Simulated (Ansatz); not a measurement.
# CrGe (rocksalt type): how the settings move a single-point run

Question: which choices in the input matter for CrGe (rocksalt type)?

Program: Ansatz 0.2.0. Level of theory: reference: DFT, r2SCAN, PAW with Ansatz's default frozen-core files, scalar-relativistic. These are calculated values, not measurements.

1 further run of the same task is left out (it didn't finish).

## (1) The structure to begin with

Symmetry: Fm-3m, No. 225, cubic system. Conventional cell: a = 3.870 Å, b = 3.870 Å, c = 3.870 Å, α = 90.00°, β = 90.00°, γ = 90.00°. Around Cr (site symmetry m-3m) lie 6 Ge at 1.93 Å. Ge (site symmetry m-3m) has 6 Cr at 1.93 Å as nearest neighbours.

As a file:

```cif
data_structure
_symmetry_space_group_name_H-M 'P 1'
_symmetry_Int_Tables_number 1
_cell_length_a 2.7362
_cell_length_b 2.7362
_cell_length_c 2.7362
_cell_angle_alpha 60.000
_cell_angle_beta 60.000
_cell_angle_gamma 60.000
_cell_volume 14.49
loop_
_atom_site_label
_atom_site_type_symbol
_atom_site_fract_x
_atom_site_fract_y
_atom_site_fract_z
_atom_site_occupancy
Cr1 Cr 0.00000 0.00000 0.00000 1
Ge1 Ge 0.50000 0.50000 0.50000 1
```

## (2) Baseline

input.yaml

```yaml
crystal:
  lattice:
    - [0.0, 1.9347867538, 1.9347867538]
    - [1.9347867538, 0.0, 1.9347867538]
    - [1.9347867538, 1.9347867538, 0.0]
  atoms:
    - { symbol: Cr, position: [0.0, 0.0, 0.0], spin: 2.0 }
    - { symbol: Ge, position: [0.5, 0.5, 0.5] }
magnetization:
  spin_polarized: true
kpoints:
  mp_grid: { grid: [13, 13, 13] }
scf:
  occupations: { method: fermi_dirac, width: 0.1 }
hamiltonian:
  xc: r2scan
  pseudopotentials: { kind: paw, partial_waves: polarizable }
output:
  forces: true
  stress: true
  eigenvalues: true
```

Command:

```bash
$ ansatz run input.yaml --threads 1 --pin off --max-ram 3072MiB --backend cpu --events-out ev --progress --plain --runs-dir out
```

## (3) Changing settings: preconditioner local_kerker, hubbard.sites [{species: Cr, l: d, u_eff: 3.0}], hubbard.double_counting fll

input.yaml: that of step 2 with these lines changed.

```diff
@@ -14,2 +14,3 @@
   occupations: { method: fermi_dirac, width: 0.1 }
+  mixing: { preconditioner: local_kerker }
 hamiltonian:
@@ -17,2 +18,3 @@
   pseudopotentials: { kind: paw, partial_waves: polarizable }
+  hubbard: { sites: [{ species: Cr, l: d, u_eff: 3.0 }], double_counting: fll }
 output:
```

What does the calculation give? Wanted: for each run, ending; energy change; pressure; abs. moment; force.

As calculated:

```csv
run,ending,energy change,pressure (GPa),abs. moment (μB),force (eV/Å),cycles,time
reference,converged,0,451.8,0.58,0.00,20,11 s
"1: preconditioner local_kerker, hubbard.sites [{species: Cr, l: d, u_eff: 3.0}], hubbard.double_counting fll",converged,+1.57 eV/atom (U changed: no physical gain or loss),464.3,1.84,0.00,16,57 s
```

Residual by cycle in the longest SCF loop of each run; runs are numbered as in the table. The quantity is the density residual dr2, in eV.

```csv
cycle,reference,run 1
1,5.38,0.557
3,0.114,0.0386
4,0.479,0.00643
6,0.0213,9.2e-4
8,0.00989,1.6e-4
10,8.7e-6,8.4e-5
11,7.4e-6,1.3e-5
13,2.2e-8,9.0e-7
15,1.7e-8,1.9e-8
17,1.2e-10,-
18,2.7e-10,-
20,1.7e-10,-
```

**Reading.** Changing the mixing and Hubbard U moves the energy by +1.57 eV/atom, and the pressure goes from 451.8 to 464.3 GPa and the absolute moment goes from 0.58 to 1.84 μB. The U term adds an energy of its own, so the shift says nothing about which run is better. U shifts the shell's levels, filled ones down and empty ones up and enlarges the moments. Cost: 16 SCF cycles against 20, 57 s against 11 s. A changed U is a change of model: its shifts are not errors of convergence. The structure is not at rest: the sound run finds 452 GPa, so these are no properties of the relaxed crystal. 
